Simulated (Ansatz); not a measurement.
Run this with Ansatz 0.2.0 through its Python package and show what comes out.

`ch5ges_pa.py`:
```python
"""Adding a proton to CH5GeS(-)."""

import ansatz as az
from ase import Atoms
import numpy as np

atoms = Atoms(["C", "S", "Ge", "H", "H", "H", "H", "H"], positions=[
    (1.0673, -0.134, 0.4501),
    (0.3088, 1.4845, 0.1165),
    (-1.5755, 0.5977, -0.668),
    (1.1589, -0.7141, -0.4919),
    (2.0801, 0.0219, 0.8746),
    (0.4544, -0.6989, 1.1831),
    (-1.2564, -0.2891, -1.8987),
    (-2.2376, -0.268, 0.4343),
])
geometry = az.Crystal.molecule_from_ase(atoms)

model = (
    geometry.calculation()
    .basis(gaussian="def2-SVP")
    .functional("b3lyp")
    .charge(-1)
)
symbols = [site.symbol for site in geometry.cartesian_sites]
start = np.array([site.position_ang for site in geometry.cartesian_sites], dtype=float)
report = model.relax(force_tolerance=0.01).run(threads=1, backend="cpu").report
end = np.array(report["positions_ang"])

# put the proton on the side away from the neighbours, slightly off axis
away = sum((end[1] - end[j]) / np.linalg.norm(end[1] - end[j]) for j in [0, 2]) + np.array([0.15, 0.1, -0.2])
proton = end[1] + 1.4 * away / np.linalg.norm(away)
acid = az.Crystal.molecule()
for symbol, place in zip(symbols, end):
    acid = acid.atom(symbol, place.tolist())
acid = acid.atom("H", proton.tolist())
protonated = (
    acid.calculation()
    .basis(gaussian="def2-SVP")
    .functional("b3lyp")
    .relax(force_tolerance=0.01, max_steps=80)
)
after = protonated.run(threads=1, backend="cpu").report
xyz = np.array(after["positions_ang"])
reach = np.linalg.norm(xyz[:-1] - xyz[-1], axis=1)
print(f"base {report['free_energy_ev']:.5f} eV, protonated {after['free_energy_ev']:.5f} eV")
print(f"the proton ends {reach.min():.3f} A from {symbols[reach.argmin()]}{reach.argmin()}")
print(f"electronic proton affinity {(report['free_energy_ev'] - after['free_energy_ev']):.3f} eV")
```

Output of `python ch5ges_pa.py`:
```text
base -68463.70226 eV, protonated -68478.11446 eV
the proton ends 1.354 A from S1
electronic proton affinity 14.412 eV
```

Caveats:
- Total energies depend on the basis set; only differences at equal settings carry meaning.
- The proton is put on one chosen atom, which needn't be the most basic site, so the molecule's proton affinity can be higher; the ends are stationary points, not checked by frequencies, and zero-point and thermal terms count only where printed.
- b3lyp holds the VWN-RPA fit, as in Gaussian; the form of ORCA and Turbomole is b3lyp5.
- Anions want diffuse functions, which this basis lacks.
- Hardware and time: 86 s on 1 thread of Arm Neoverse V1, with other jobs on the host, peak memory 0.28 GiB.
